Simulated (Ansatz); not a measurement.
Runs of Ansatz 0.2.0 on HPbNO4. The typed cell holds 7 atoms: a = 4.275 Å, b = 5.609 Å, c = 5.670 Å, α = 100.02°, β = 111.92°, γ = 111.82°. The cell was built by a generator and needn't be a form met in nature.

| task | potentials or basis | cutoff (eV) | gap on the mesh (eV) | pressure (GPa) | largest force (eV/Å) |
| --- | --- | --- | --- | --- | --- |
| projected density of states | Ansatz PAW | 420 | 2.82 | 0.0 | 0.01 |
| single point | PseudoDojo standard (PBE files) | 1143 | 2.79 | (a) | 0.18 |
| electron localisation function | Ansatz PAW | 420 | 2.82 | 0.0 | 0.01 |
| atomic charges | Ansatz PAW | 420 | 2.82 | 0.0 | 0.01 |
| electric field gradients | Ansatz PAW | 420 | 2.82 | 0.0 | 0.01 |

Alike in all rows: level PBE; no spin polarisation; cell as given; k mesh 8 × 6 × 6; smearing fermi-dirac 0.05 eV.

Q: Fill in the values left out.

A: (a) -0.1.

Caveats: spin-orbit coupling is left out, which as a rule narrows the gap of such compounds by several tenths of an eV.

A k mesh can miss the band edges, and the runs leave out spin-orbit coupling on Pb.
